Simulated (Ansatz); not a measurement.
# TaTe (Pm-3m) in Ansatz: further runs, part 2 of 2

Ansatz 0.2.0.

### 3 Single point, HSE06, 18.80 Å³/atom (volume scaled by 0.94)

input.yaml

```yaml
crystal:
  lattice:
    - [3.3502726546, 0.0, 0.0]
    - [0.0, 3.3502726546, 0.0]
    - [0.0, 0.0, 3.3502726546]
  atoms:
    - { symbol: Ta, position: [0.5, 0.5, 0.5] }
    - { symbol: Te, position: [0.0, 0.0, 0.0] }
hamiltonian:
  xc: hse06
  pseudopotentials: { kind: paw }
kpoints:
  mp_grid: { grid: [4, 4, 4] }
scf:
  occupations: { method: fermi_dirac, width: 0.05 }
output:
  forces: true
  stress: true
  eigenvalues: true
```

Potentials or basis: Ansatz PAW.

Started as:

```console
$ ansatz run input.yaml --threads 2 --pin off --max-ram 5632MiB --backend cpu --events-out ev --progress --plain --runs-dir out
```

Log:

```text
Warning: output.stress: scf.convergence.dr2_threshold = 1e-7 eV (the SCF's general default) is looser than the 2e-10 eV advised for a printed stress (1e-10 eV for each atom of the cell: 2). What an SCF threshold leaves in a stress goes as its square root, and in the free energy as the threshold itself, and one threshold admits the most on a small cell: of the crystals measured, under no hybrid functional and no lock of the moments, on runs that ended without the residual-converged pass, on stresses that held no estimate of that error, the worst erred by over 100 MPa in a component at 1e-7 eV an atom and by under 5 at 1e-10. Set scf.convergence.dr2_threshold to 2e-10 eV or tighter. The threshold is an SCF's pass mark: one that does not reach it within its budget of iterations ends unconverged, or closes short of it on a stop that the run arms, and scf.convergence.dr2_threshold's page says what that costs each kind of run
Warning: output.stress: scf.exx.energy_threshold = 1e-6 eV is looser than the 2e-8 eV advised for a stress under a hybrid functional (1e-8 eV for each atom of the cell: 2). Every SCF of the exchange loop can meet its threshold on dr2 while the loop round them stops early: no threshold on dr2 bounds what that leaves in the stress. Set scf.exx.energy_threshold to 2e-8 eV or tighter. The threshold is the loop's pass mark: a loop that does not reach it within its budget of cycles ends unconverged, and scf.exx.energy_threshold's page has the law
Warning: RAYON_NUM_THREADS=2 ignored (pool sized by the plan → 2); use --threads N
Engine: ansatz 0.2.0, x86_64-unknown-linux-gnu
Pseudopotentials: kind: paw
Pseudopotential: Ta, paw, valence charge 13, recommended cutoff 420 eV (normal), Ta.paw.azcp
Pseudopotential: Te, paw, valence charge 16, recommended cutoff 420 eV (normal), Te.paw.azcp
Functional definition: HSE06
  parameter a = 0.25
  parameter omega = 0.11/bohr
  exchange = pbe_x - a*pbe_x_sr(omega) + a*exact_x_sr(omega)
  correlation = pbe_c
Crystal: 2 atoms, lattice volume = 37.605 Å³
Basis set: ecut = 420 eV, 739 PW (Γ), exchange–correlation on 48×48×48 points (8 copies of the dense FFT grid, shifted against one another)
Bands: 19, of which v1, the nominal top of the filled ones, is band 15 counted from 1 (14 counted from 0)
Symmetry: 48 space group operations
Space group: Pm-3m (ITA 221), of the structure as read, at distance tolerance 3.4e-5 Å
k-points: 10 of 64
Non-local potential: Ta, projectors of the file, l = 0: 3, l = 1: 2, l = 2: 2, l = 3: 1
Non-local potential: Te, projectors of the file, l = 0: 2, l = 1: 2, l = 2: 2, l = 3: 2
PAW form: soft (Blöchl's): semilocal exchange-correlation on the pseudo side does not see the compensation charge
PAW frozen core: Ta, regenerated for the run's functional, and the local potential with it (the file was generated under x = pbe(κ = 0.804, μ = 0.2195149727645171), c = pbe(β = 0.06672455060314922))
PAW frozen core: Te, regenerated for the run's functional, and the local potential with it (the file was generated under x = pbe(κ = 0.804, μ = 0.2195149727645171), c = pbe(β = 0.06672455060314922))
PAW one-centre angular grid: Ta, 590 points (default); XC on 64 Gauss nodes
PAW one-centre angular grid: Te, 590 points (default); XC on 64 Gauss nodes
Initial density: superposition of atomic densities (neutral atoms: chi_scale 0, normalization atom), corrected by the library's trained network
Initial wavefunctions: pseudopotential atomic-orbital guess
Functional: x = pbe(κ = 0.804, μ = 0.2195149727645171), c = pbe(β = 0.06672455060314922), warm-up for x = pbe(κ = 0.804, μ = 0.2195149727645171) + 0.25 (exact − pbe) at short range (hse, ω = 0.20786987370883472 Å⁻¹), c = pbe(β = 0.06672455060314922); HSE06 as pw.x's `hse` composes it (authors' and Libxc's form: `xc: wpbeh`)
SCF iter   1: F=—  HF=-16911.827402 eV  |F-HF|=—  |Δ(HF+E_count)|=         —  Δρ=7.06e-3  dr2=1.70e-2  ethr=1.77e-3  ⟨swp⟩=6.2  Hψ=761  notcnv=0
preconditioner: auto → none  [insulator: Δε(μ)=0.584 eV  Ē_g=8.578 eV  σ=0.050 eV  W_gap=0.91  n_scr=6 (ndim 8)  ℏωp=20.1 eV  f_vac=0.000  D(μ)=1.75/eV (n_scr^D=18)]
SCF iter   2: F=—  HF=-16911.824237 eV  |F-HF|=—  |Δ(HF+E_count)|=   3.16e-3  Δρ=2.94e-3  dr2=2.19e-3  ethr=5.86e-5  ⟨swp⟩=3.3  Hψ=418  notcnv=0  defer=1
iter 3 solved again at ethr=9.15e-8 eV; its pass at ethr=7.56e-6 eV (dr2=2.65e-5 eV) is discarded
SCF iter   3: F=—  HF=-16911.824140 eV  |F-HF|=—  |Δ(HF+E_count)|=   9.75e-5  Δρ=4.48e-4  dr2=2.71e-5  ethr=9.15e-8  ⟨swp⟩=3.8  Hψ=833  notcnv=0
SCF iter   4: F=—  HF=-16911.824147 eV  |F-HF|=—  |Δ(HF+E_count)|=   7.39e-6  Δρ=7.50e-5  dr2=1.36e-6  ethr=9.15e-8  ⟨swp⟩=3.0  Hψ=395  notcnv=0
SCF iter   5: F=—  HF=-16911.824146 eV  |F-HF|=—  |Δ(HF+E_count)|=   6.73e-7  Δρ=1.43e-5  dr2=4.17e-8  ethr=4.67e-9  ⟨swp⟩=3.1  Hψ=452  notcnv=0
SCF iter   6: F=—  HF=-16911.824146 eV  |F-HF|=—  |Δ(HF+E_count)|=   9.24e-9  Δρ=3.57e-6  dr2=1.46e-9  ethr=1.44e-10  ⟨swp⟩=3.3  Hψ=439  notcnv=0
SCF iter   7: F=-16911.824146 eV  HF=-16911.824146 eV  |F-HF|=2.91e-11  |Δ(HF+E_count)|=   1.43e-9  Δρ=4.61e-7  dr2=4.54e-11  ethr=5.03e-12  ⟨swp⟩=3.7  Hψ=474  notcnv=0
SCF 1 converged in 7 iterations: F = -16911.824146 eV  dr2 = 4.54e-11
[... 17 lines left out ...]
Exchange kernel: α = 0.2500, screened, ω = 0.2079 Å⁻¹, Wigner–Seitz truncation, v(0) = 1008.5161 eV·Å³, q-mesh 4×4×4, nearest image of the exchange supercell L = 13.40 Å, pair-density grid 15×15×15, without the augmentation charges, whose exchange is taken in its separable form by FFT convolution over the k-point mesh (sized by the pseudopotential files, 24×24×24 at the most), smooth part of the exact exchange by density-matrix convolution
Frozen-core exchange: fock
SCF iter   1: F=—  HF=-16916.921584 eV  |F-HF|=—  |Δ(HF+E_count)|=         —  Δρ=7.89e-5  dr2=3.45e-6  ethr=1.01e-6  ⟨swp⟩=2.5  Hψ=387  notcnv=0
preconditioner: auto → none  [insulator: Δε(μ)=0.747 eV  Ē_g=9.696 eV  σ=0.050 eV  W_gap=0.81  n_scr=6 (ndim 8)  ℏωp=20.1 eV  f_vac=0.000  D(μ)=1.56/eV (n_scr^D=18)]
SCF iter   2: F=—  HF=-16916.921584 eV  |F-HF|=—  |Δ(HF+E_count)|=   4.29e-7  Δρ=3.82e-5  dr2=5.70e-7  ethr=8.40e-9  ⟨swp⟩=3.3  Hψ=456  notcnv=0
SCF iter   3: F=—  HF=-16916.921584 eV  |F-HF|=—  |Δ(HF+E_count)|=   3.33e-7  Δρ=2.50e-5  dr2=2.94e-7  ethr=1.42e-9  ⟨swp⟩=3.1  Hψ=378  notcnv=0
SCF iter   4: F=—  HF=-16916.921584 eV  |F-HF|=—  |Δ(HF+E_count)|=   7.29e-8  Δρ=8.48e-6  dr2=2.05e-8  ethr=9.77e-10  ⟨swp⟩=2.8  Hψ=361  notcnv=0
SCF iter   5: F=-16916.921584 eV  HF=-16916.921584 eV  |F-HF|=1.04e-8  |Δ(HF+E_count)|=   9.94e-9  Δρ=3.89e-6  dr2=1.28e-8  ethr=6.49e-11  ⟨swp⟩=3.7  Hψ=466  notcnv=0
SCF 3 converged in 5 iterations: F = -16916.921584 eV  dr2 = 1.28e-8
  Residual-converged pass: ⟨swp⟩=3.0  Hψ=387  notcnv=0  max |occ|·‖R‖ = 2.4e-6 eV (tolerance 2.4e-6 eV)  dr2=1.28e-8  dr2_onsite=2.75e-10  max |Δocc| = 5.1e-12
hybrid outer 2: dexx = +6.446e-7 eV, tail = 3.40e-8 eV, Δε = 2.50e-3 eV (about 1.21e-4 eV left of the loop's levels)
hybrid SCF converged: 2 outer / 12 inner (+7 warm-up), last move |dexx| = 6.45e-7 eV, tail = 3.40e-8 eV
Stability not checked: this state was not tested for a lower state beside it, because the functional holds exact exchange (a hybrid, or Hartree-Fock), whose exchange loop this test does not read (fock_operator; see scf.lower_state_search)
Free energy (F): -16916.921584 eV
Frozen-core exchange: fock
Harris-Foulkes:  -16916.921584 eV  (|F-HF|=1.04e-8)
Internal energy: -16916.908153 eV  (E = F + TS)
E sigma→0 (E₀):  -16916.914868 eV
Entropy (-TS):   -0.013431 eV (-6.716 meV/atom)
Fermi energy:    19.858336 eV
--- Per-component energies (eV) ---
  E_band       = -282.440897
  E_kinetic    = 550.598342
  E_local      = -1229.536652  (includes V_loc(G=0)·N_el)
  E_nonlocal   = -294.193875
  E_hartree    = 778.292922
  E_xc         = -276.633335
  E_vxc        = -248.914850  (∫ρ·V_xc dr)
  E_exx        = -81.650361  (= α·E_x^exact, valence–valence)
  E_paw        = -13051.918934  (= ΣΔE_a)
  E_vpaw       = -453.679319  (= ΣTr[D̂ρ^β])
  E_aug_tail   = -0.000031  (compensation charges beyond the density's cutoff)
  E_ewald      = -3308.332534
  E_core_change = -3.533695  (= ΣΔE_core)
  E_smearing   = -0.013431  (= −TS)
  E_closure    = -0.000000  (closes the sum)
  Σ components = -16916.921584   (vs F -16916.921584, Δ=3.64e-12)
--- Forces (eV/Å), atoms counted from 1 ---
  atom   1  Ta     0.00000000    -0.00000000    -0.00000000
  atom   2  Te    -0.00000000     0.00000000    -0.00000000
  max |Σ_I F_I| component: 7.30e-30 eV/Å
--- Stress (GPa, compression-positive) ---
        5.499978      -0.000000       0.000000
        0.000000       5.499978       0.000000
        0.000000       0.000000       5.499978
  P = ⅓ Tr σ = 5.5000 GPa (55.000 kbar)
--- Band table (eV; the first three rows and the last of 10) ---
  k-point 0: bands = ["-52.8432", "-21.3968", "-21.3968", "-21.3665", "-21.3665", "-21.3665", "-17.9122", "-17.9122", "-17.9122", "2.2646", "15.6437", "15.6437", "17.5263", "17.5263", "17.5263", "21.3355", "21.3355", "21.3355", "22.7379"]
  k-point 1: bands = ["-52.8390", "-21.3957", "-21.3778", "-21.3778", "-21.3776", "-21.3655", "-18.0364", "-17.8890", "-17.8890", "3.2008", "12.1785", "16.0646", "16.4877", "16.4877", "19.1847", "21.4626", "23.0080", "23.0080", "25.3158"]
  k-point 2: bands = ["-52.8351", "-21.3945", "-21.3888", "-21.3888", "-21.3646", "-21.3586", "-18.1591", "-17.8662", "-17.8662", "4.7353", "9.0988", "15.7465", "15.7465", "16.5893", "21.5959", "22.7289", "24.0670", "25.3546", "25.9128"]
  k-point 9: bands = ["-52.8177", "-21.4131", "-21.4131", "-21.4131", "-21.3336", "-21.3336", "-18.0640", "-18.0640", "-18.0640", "7.8322", "11.3175", "11.3175", "11.3175", "20.9283", "20.9283", "20.9283", "23.3651", "23.3651", "25.1353"]
```

It took 10 s on 2 threads of Intel Xeon at 2.70GHz, shared host; peak memory 0.73 GiB.

What came out:

* Free energy: -16916.9216 eV
* Pressure: 5.5 GPa
* Band gap on the k mesh: none (metal or under the smearing width)

Caveat: the k mesh is coarse (spacing up to 0.47 Å⁻¹), so the values aren't converged, least of all with exact exchange; the PAW data sets come from PBE, with cores solved anew for the run's functional, which leaves a small shift of forces and pressure; the thresholds are loose for stress.

### 4 Single point, HSE06, 19.20 Å³/atom (volume scaled by 0.96)

input.yaml, as its differences from that of step 3:

```diff
@@ -2,5 +2,5 @@
   lattice:
-    - [3.3502726546, 0.0, 0.0]
-    - [0.0, 3.3502726546, 0.0]
-    - [0.0, 0.0, 3.3502726546]
+    - [3.3738669013, 0.0, 0.0]
+    - [0.0, 3.3738669013, 0.0]
+    - [0.0, 0.0, 3.3738669013]
   atoms:
```

Started as:

```console
$ ansatz run input.yaml --threads 2 --pin off --max-ram 5632MiB --backend cpu --events-out ev --progress --plain --runs-dir out
```

It took 11 s on 2 threads of Intel Xeon at 2.70GHz, shared host; peak memory 0.74 GiB.

It converged, with:

```yaml
Free_energy: -16916.9398 eV
Pressure: 1.9 GPa
Band_gap_on_the_k_mesh: none (metal or under the smearing width)
```

Caveat: the k mesh is coarse (spacing up to 0.47 Å⁻¹), so the values aren't converged, least of all with exact exchange; the PAW data sets come from PBE, with cores solved anew for the run's functional, which leaves a small shift of forces and pressure; the thresholds are loose for stress.

### 5 Single point, HSE06, 19.60 Å³/atom (volume scaled by 0.98)

input.yaml, as its differences from that of step 4:

```diff
@@ -2,5 +2,5 @@
   lattice:
-    - [3.3738669013, 0.0, 0.0]
-    - [0.0, 3.3738669013, 0.0]
-    - [0.0, 0.0, 3.3738669013]
+    - [3.3971356842, 0.0, 0.0]
+    - [0.0, 3.3971356842, 0.0]
+    - [0.0, 0.0, 3.3971356842]
   atoms:
```

Started as:

```console
$ ansatz run input.yaml --threads 2 --pin off --max-ram 5632MiB --backend cpu --events-out ev --progress --plain --runs-dir out
```

Wall time 10 s (2 threads of Intel Xeon at 2.70GHz, shared host); peak memory 0.74 GiB.

It converged, with:

```yaml
Free_energy: -16916.9410 eV
Pressure: -1.3 GPa
Band_gap_on_the_k_mesh: none (metal or under the smearing width)
```

Caveat: the k mesh is coarse (spacing up to 0.46 Å⁻¹), so the values aren't converged, least of all with exact exchange; the PAW data sets come from PBE, with cores solved anew for the run's functional, which leaves a small shift of forces and pressure; the thresholds are loose for stress.

### 6 Single point, HSE06, 20.00 Å³/atom

input.yaml, as its differences from that of step 5:

```diff
@@ -2,5 +2,5 @@
   lattice:
-    - [3.3971356842, 0.0, 0.0]
-    - [0.0, 3.3971356842, 0.0]
-    - [0.0, 0.0, 3.3971356842]
+    - [3.42009, 0.0, 0.0]
+    - [0.0, 3.42009, 0.0]
+    - [0.0, 0.0, 3.42009]
   atoms:
```

Potentials or basis: Ansatz PAW.

Started as:

```console
$ ansatz run input.yaml --threads 2 --pin off --max-ram 5632MiB --backend cpu --events-out ev --progress --plain --runs-dir out
```

Wall time 10 s (2 threads of Intel Xeon at 2.70GHz, shared host); peak memory 0.74 GiB.

It converged, with:

```yaml
Free_energy: -16916.9270 eV
Pressure: -4.2 GPa
Band_gap_on_the_k_mesh: none (metal or under the smearing width)
```

Caveat: the k mesh is coarse (spacing up to 0.46 Å⁻¹), so the values aren't converged, least of all with exact exchange; the PAW data sets come from PBE, with cores solved anew for the run's functional, which leaves a small shift of forces and pressure; the thresholds are loose for stress.

### 7 Single point, HSE06, 20.40 Å³/atom (volume scaled by 1.02)

input.yaml, as its differences from that of step 6:

```diff
@@ -2,5 +2,5 @@
   lattice:
-    - [3.42009, 0.0, 0.0]
-    - [0.0, 3.42009, 0.0]
-    - [0.0, 0.0, 3.42009]
+    - [3.4427402627, 0.0, 0.0]
+    - [0.0, 3.4427402627, 0.0]
+    - [0.0, 0.0, 3.4427402627]
   atoms:
```

Started as:

```console
$ ansatz run input.yaml --threads 2 --pin off --max-ram 5632MiB --backend cpu --events-out ev --progress --plain --runs-dir out
```

Wall time 10 s (2 threads of Intel Xeon at 2.70GHz, shared host); peak memory 0.75 GiB.

The run converged. Its results:

```yaml
Free_energy: -16916.8990 eV
Pressure: -6.9 GPa
Band_gap_on_the_k_mesh: none (metal or under the smearing width)
```

Caveat: the k mesh is coarse (spacing up to 0.46 Å⁻¹), so the values aren't converged, least of all with exact exchange; the PAW data sets come from PBE, with cores solved anew for the run's functional, which leaves a small shift of forces and pressure; the thresholds are loose for stress.

### 8 Single point, HSE06, 20.80 Å³/atom (volume scaled by 1.04)

input.yaml, as its differences from that of step 7:

```diff
@@ -2,5 +2,5 @@
   lattice:
-    - [3.4427402627, 0.0, 0.0]
-    - [0.0, 3.4427402627, 0.0]
-    - [0.0, 0.0, 3.4427402627]
+    - [3.4650963454, 0.0, 0.0]
+    - [0.0, 3.4650963454, 0.0]
+    - [0.0, 0.0, 3.4650963454]
   atoms:
```

Started as:

```console
$ ansatz run input.yaml --threads 2 --pin off --max-ram 5632MiB --backend cpu --events-out ev --progress --plain --runs-dir out
```

Run time: 11 s. Hardware: 2 threads of Intel Xeon at 2.70GHz, shared host; peak memory 0.74 GiB.

It converged, with:

```yaml
Free_energy: -16916.8587 eV
Pressure: -9.3 GPa
Band_gap_on_the_k_mesh: none (metal or under the smearing width)
```

Caveat: the k mesh is coarse (spacing up to 0.45 Å⁻¹), so the values aren't converged, least of all with exact exchange; the PAW data sets come from PBE, with cores solved anew for the run's functional, which leaves a small shift of forces and pressure; the thresholds are loose for stress.

### 9 Single point, HSE06, 21.20 Å³/atom (volume scaled by 1.06)

input.yaml, as its differences from that of step 8:

```diff
@@ -2,5 +2,5 @@
   lattice:
-    - [3.4650963454, 0.0, 0.0]
-    - [0.0, 3.4650963454, 0.0]
-    - [0.0, 0.0, 3.4650963454]
+    - [3.4871676178, 0.0, 0.0]
+    - [0.0, 3.4871676178, 0.0]
+    - [0.0, 0.0, 3.4871676178]
   atoms:
```

Potentials or basis: Ansatz PAW.

Started as:

```console
$ ansatz run input.yaml --threads 2 --pin off --max-ram 5632MiB --backend cpu --events-out ev --progress --plain --runs-dir out
```

It took 11 s on 2 threads of Intel Xeon at 2.70GHz, shared host; peak memory 0.75 GiB.

Results (log left out):

* Free energy: -16916.8070 eV
* Pressure: -11.4 GPa
* Band gap on the k mesh: none (metal or under the smearing width)

Caveat: the k mesh is coarse (spacing up to 0.45 Å⁻¹), so the values aren't converged, least of all with exact exchange; the PAW data sets come from PBE, with cores solved anew for the run's functional, which leaves a small shift of forces and pressure; the thresholds are loose for stress.

### 10 Equation of state, HSE06

This step only gathers the single runs of the series.

Results:

```yaml
Equilibrium_volume: 19.43 Å³/atom
Bulk_modulus: 155 GPa
Pressure_derivative_of_the_bulk_modulus: 4.0
```

Energy against volume, from the lowest point:
| volume (Å³/atom) | energy (meV/atom) |
| --- | --- |
| 18.802 | 9.71 |
| 19.202 | 0.61 |
| 19.602 | 0.00 |
| 20.002 | 7.02 |
| 20.402 | 20.99 |
| 20.803 | 41.15 |
| 21.203 | 67.00 |

Caveat: the k mesh is coarse (spacing up to 0.46 Å⁻¹), so the values aren't converged, least of all with exact exchange; the PAW data sets were made with another functional, which shifts forces and pressure a little. The run has no spin-orbit coupling, so splittings on Ta, Te are missing.
